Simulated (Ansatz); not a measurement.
KSe (charge +1): a scan of the bond length, run with Ansatz 0.2.0, Python API.

Script `kse_scan.py`:
```python
import warnings

import ansatz as az
from ase import Atoms
from ase.data import atomic_masses, atomic_numbers
import numpy as np

warnings.simplefilter("ignore", az.DeckWarning)

atoms = Atoms(["K", "Se"], positions=[
    (0.0, 0.0, 0.0),
    (0.0, 0.0, 3.16),
])
system = az.Crystal.molecule_from_ase(atoms)

symbols = [site.symbol for site in system.cartesian_sites]
start = np.array([site.position_ang for site in system.cartesian_sites])
axis = (start[1] - start[0]) / np.linalg.norm(start[1] - start[0])
moving = [1]
lengths, energies = [2.781, 2.907, 3.034, 3.16, 3.286, 3.413, 3.539, 3.729], []
for length in lengths:
    xyz = start.copy()
    xyz[moving] += (length - np.linalg.norm(start[1] - start[0])) * axis
    point = az.Crystal.molecule()
    for symbol, place in zip(symbols, xyz):
        point = point.atom(symbol, place.tolist())
    model = (
        point.calculation()
        .basis(gaussian="def2-SVP")
        .correlation("ccsd_t")
        .charge(1)
        .spin("collinear", total=2)
    )
    report = model.run(threads=1).report
    energies.append(report["free_energy_ev"])
    print(f"r = {length:6.3f} A  E = {energies[-1]:.5f} eV  <S^2> = {abs(report['mean_field']['state']['spin_squared']):.3f}")

fit = np.polynomial.Polynomial.fit(lengths, np.array(energies) - min(energies), 4).convert()
roots = [r.real for r in fit.deriv().roots() if abs(r.imag) < 1e-9 and fit.deriv(2)(r.real) > 0]
r_e = min(roots, key=lambda r: abs(r - lengths[int(np.argmin(energies))]))
print(f"minimum of the fit at {r_e:.4f} A, force constant {fit.deriv(2)(r_e):.2f} eV/A^2")
m1, m2 = (atomic_masses[atomic_numbers[s]] for s in symbols)
mu = m1 * m2 / (m1 + m2)
print(f"harmonic wavenumber {521.4709 * np.sqrt(fit.deriv(2)(r_e) / mu):.0f} 1/cm, rotational constant {16.857629 / (mu * r_e ** 2):.4f} 1/cm")
```

Where along the scan is the K-Se distance of lowest energy, and how steep are the two sides?

The lowest point is at 3.539 Å. At the shortest distance (2.78 Å) the energy is 0.59 eV higher, at the longest (3.73 Å) 0.01 eV.

The output:

`python kse_scan.py` gives:
```text
r =  2.781 A  E = -81598.77240 eV  <S^2> = 2.007
r =  2.907 A  E = -81599.01513 eV  <S^2> = 2.008
r =  3.034 A  E = -81599.17174 eV  <S^2> = 2.008
r =  3.160 A  E = -81599.26815 eV  <S^2> = 2.008
r =  3.286 A  E = -81599.32472 eV  <S^2> = 2.008
r =  3.413 A  E = -81599.35402 eV  <S^2> = 2.008
r =  3.539 A  E = -81599.36400 eV  <S^2> = 2.008
r =  3.729 A  E = -81599.35559 eV  <S^2> = 2.008
minimum of the fit at 3.5789 A, force constant 0.83 eV/A^2
harmonic wavenumber 93 1/cm, rotational constant 0.0503 1/cm
```

Caveats:
- Total energies depend on the basis set; only differences at equal settings carry meaning.
- The basis set is modest, and single-reference methods fail as a bond breaks.
- The species is open-shell (spin multiplicity 3).
- S² is that of the Hartree-Fock reference.
- Spin-orbit coupling of the heavy open-shell atom is left out.
- The spin state was assumed, and another may lie lower.
- Finished in 69 s on 1 thread of Intel(R) Xeon(R) Processor @ 2.30GHz, with other jobs on the host, peak memory 0.28 GiB.
